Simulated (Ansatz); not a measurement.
# ClF₂GeH₃Si: one species, many methods

The task here is to estimate one member of a computed series from the others.

Program: Ansatz 0.2.0, Gaussian basis. Level of theory: functionals in def2-TZVPP, the program's frozen cores in correlated methods. These are calculated values, not measurements.

Levels to be run: LDA (SPW92), PBE-D4, revPBE-D4, BLYP-D4, r2SCAN-D4, B97M-V, PBE0-D4, B3LYP-D4, r2SCANh-D4, r2SCAN0-D4, HSE06-D4, BHLYP-D4, CAM-B3LYP-D4, LC-ωPBE, ωB97X-V, ωB97M-V, B2PLYP, PBE-QIDH; CCSD(T)/def2-SVP; CCSD(T)/def2-TZVPP; MP2/def2-QZVPP; extrapolation to the limit; RPA on PBE.

## The geometry

The geometry comes from an earlier relaxation with PBE0-D4 in a triple-zeta def2 set; it is a stationary point, not always the lowest conformer.

SMILES `[F][Ge]([F])([SiH3])[Cl]`, 8 atoms, charge 0, spin multiplicity 1.

Atoms are counted from 1 here; the program's logs count them from 0.

Bond lengths: F1–Ge2 1.724 Å, Ge2–F3 1.724 Å, Ge2–Si4 2.383 Å, Ge2–Cl5 2.129 Å, Si4–H6 1.481 Å, Si4–H7 1.481 Å, Si4–H8 1.481 Å. Angles: F1–Ge2–F3 103.8°, F1–Ge2–Si4 112.3°, F1–Ge2–Cl5 106.2°, F3–Ge2–Si4 112.3°, F3–Ge2–Cl5 106.2°, Si4–Ge2–Cl5 115.2°, Ge2–Si4–H6 106.9°, Ge2–Si4–H7 107.6°, Ge2–Si4–H8 106.9°, H6–Si4–H7 111.8°, H6–Si4–H8 111.5°, H7–Si4–H8 111.8°.

Set-up of the first run:

File in.yaml:

```yaml
crystal:
  periodic: [false, false, false]
  atoms:
    - {symbol: F, position_ang: [1.561806, -0.565033, 1.692442]}
    - {symbol: Ge, position_ang: [1.073519, 0.071809, 0.166075]}
    - {symbol: F, position_ang: [2.014800, -0.818991, -0.971578]}
    - {symbol: Si, position_ang: [-1.266516, -0.174361, -0.208346]}
    - {symbol: Cl, position_ang: [1.796393, 2.073661, 0.098155]}
    - {symbol: H, position_ang: [-1.955962, 0.599621, 0.849136]}
    - {symbol: H, position_ang: [-1.584356, -1.618368, -0.127129]}
    - {symbol: H, position_ang: [-1.547683, 0.374562, -1.554556]}
basis:
  gaussian: {orbitals: def2-TZVPP}
hamiltonian: {xc: lda}
output: {orbitals: {seedname: orbitals}}
```

Steps of the session up to this table: LDA; PBE-D4 (GGA); revPBE-D4 (GGA); BLYP-D4 (GGA); r2SCAN-D4 (meta-GGA); B97M-V (meta-GGA); PBE0-D4 (hybrid); B3LYP-D4 (hybrid); r2SCANh-D4 (hybrid); r2SCAN0-D4 (hybrid); HSE06-D4 (hybrid); BHLYP-D4 (hybrid); CAM-B3LYP-D4 (range-separated); LC-ωPBE-D4 (range-separated; the results give it without D4); ωB97X-V (range-separated); ωB97M-V (range-separated); B2PLYP (double hybrid); PBE-QIDH (double hybrid).

One table of the session follows, with a row left open; its other results are not shown here.

It belongs to the step «Frontier levels by functional». 

```
  functional  HOMO (eV)  gap (eV)
 LDA (SPW92)      -8.05      5.80
      PBE-D4      -7.90      5.95
   revPBE-D4      -7.84      6.01
     BLYP-D4      -7.75      5.88
   r2SCAN-D4      -8.25      6.61
      B97M-V      -8.36      6.69
     PBE0-D4      -9.21      8.20
    B3LYP-D4      -8.97      7.68
  r2SCANh-D4      -8.72      7.41
  r2SCAN0-D4      -9.43      8.60
    HSE06-D4      -8.81      7.43
    BHLYP-D4          ?         ?
CAM-B3LYP-D4     -10.51     10.51
     LC-ωPBE     -11.82     13.01
     ωB97X-V     -11.48     12.61
     ωB97M-V     -11.28     12.14
```

Estimate the missing values for BHLYP-D4.

Worked estimate for «HOMO (eV)». Against the share of exact exchange, BLYP-D4 (0, -7.75), B3LYP-D4 (0.2, -8.97) give a slope of -6.10 per unit share; at 0.5 the line stands at -10.80.

The run gave: HOMO (eV): -10.38; gap (eV): 10.35. In «HOMO (eV)» the line misses by -0.42.
